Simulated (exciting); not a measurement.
A run of exciting (release sodium) is set up as follows.

Contents of input.xml:

```xml
<input>
  <title>WS</title>
  <structure speciespath="./" tshift="false" cartesian="true">
    <crystal scale="1.88972612463">
      <basevect>3.534364824400 0.000000000000 0.000000000000</basevect>
      <basevect>0.000000000000 3.534364824400 0.000000000000</basevect>
      <basevect>0.000000000000 0.000000000000 3.534364824400</basevect>
    </crystal>
    <species speciesfile="W.xml" rmt="2.3">
      <atom coord="3.339490771314 3.339490771314 3.339490771314"/>
    </species>
    <species speciesfile="S.xml" rmt="1.9">
      <atom coord="0.000000000000 0.000000000000 0.000000000000"/>
    </species>
  </structure>
  <groundstate do="fromscratch" ngridk="8 8 8" rgkmax="6.5" gmaxvr="14" lmaxapw="10" lmaxmat="10" lmaxvr="8" stype="Gaussian" swidth="0.00036749" nempty="50" ValenceRelativity="iora*" epsengy="1e-05" epspot="1e-05" maxscl="60" outputlevel="normal">
    <libxc exchange="XC_GGA_X_AM05" correlation="XC_GGA_C_AM05"/>
    <spin spinorb="true"/>
  </groundstate>
  <properties>
    <dos nwdos="200" winddos="-0.8 0.6" inttype="tetra" ngrdos="100" nsmdos="0" lmirep="true"/>
  </properties>
</input>
```

Potentials or basis: all-electron LAPW+lo, shipped species files, valence relativity iora*.

Command:

```sh
$ OMP_NUM_THREADS=1 exciting_smp
```

(1) Predict the band gap on the k mesh.

Results:

(1) none (metal or under the smearing width).
